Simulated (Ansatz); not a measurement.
# CH7BSn, SMILES [BH2][SnH2][CH3]: a rigid scan of one bond length

Run with Ansatz 0.2.0 through its Python package.

Script `scan_ch7bsn.py`:
```python
import ansatz as az
import numpy as np


def main() -> None:
    molecule = (
        az.Crystal.molecule()
        .atom("B", (-1.3926, 0.4453, -1.315))
        .atom("Sn", (0.391, 0.7072, -0.1047))
        .atom("C", (0.6373, -1.0577, 1.0598))
        .atom("H", (-2.0095, -0.4872, -1.2559))
        .atom("H", (-1.7735, 1.3533, -2.0694))
        .atom("H", (0.2311, 2.111, 0.9526))
        .atom("H", (1.803, 0.9336, -1.152))
        .atom("H", (-0.1685, -1.1831, 1.7313))
        .atom("H", (0.7748, -1.9198, 0.4447))
        .atom("H", (1.59, -0.9538, 1.7116))
    )

    symbols = [site.symbol for site in molecule.cartesian_sites]
    start = np.array([site.position_ang for site in molecule.cartesian_sites])
    axis = (start[6] - start[1]) / np.linalg.norm(start[6] - start[1])
    moving = [6]
    lengths, energies = [1.51, 1.63, 1.77, 1.95, 2.22, 2.66, 3.19, 3.9], []
    for length in lengths:
        xyz = start.copy()
        xyz[moving] += (length - np.linalg.norm(start[6] - start[1])) * axis
        point = az.Crystal.molecule()
        for symbol, xyz in zip(symbols, xyz):
            point = point.atom(symbol, xyz.tolist())
        calc = (
            point.calculation()
            .basis(gaussian="def2-SVP")
            .functional("pbe0", dispersion="d3bj")
            .spin("collinear")
        )
        data = calc.run().report
        energies.append(data["free_energy_ev"])
        print(f"r = {length:6.3f} A  E = {energies[-1]:.5f} eV  <S^2> = {abs(data['mean_field']['state']['spin_squared']):.3f}")

    print("energy above the lowest point (eV):", [round(e - min(energies), 3) for e in energies])


if __name__ == "__main__":
    main()
```

`python scan_ch7bsn.py` gives:
```text
r =  1.510 A  E = -7652.79409 eV  <S^2> = 0.000
r =  1.630 A  E = -7653.12679 eV  <S^2> = 0.000
r =  1.770 A  E = -7653.17239 eV  <S^2> = 0.000
r =  1.950 A  E = -7652.92615 eV  <S^2> = 0.000
r =  2.220 A  E = -7652.29182 eV  <S^2> = 0.000
r =  2.660 A  E = -7651.14901 eV  <S^2> = 0.000
r =  3.190 A  E = -7650.39527 eV  <S^2> = 0.747
r =  3.900 A  E = -7650.17003 eV  <S^2> = 0.978
energy above the lowest point (eV): [0.378, 0.046, 0.0, 0.246, 0.881, 2.023, 2.777, 3.002]
```

What to keep in mind:
- Total energies depend on the basis set; only differences at equal settings carry meaning.
- The rest of the molecule is held rigid at a force-field or estimated start geometry, and the basis set is modest; single-reference methods fail as a bond breaks.
- def2 sets replace the cores of elements past krypton by effective core potentials.
- The expectation value of S² is noticeably off S(S+1) in at least one run, so that state is spin-contaminated.
- Finished in 56 s on 1 thread of Arm Neoverse V1 (shared host), peak memory 0.32 GiB.

(Lines on the test bed's own set-up are left out of the output.)
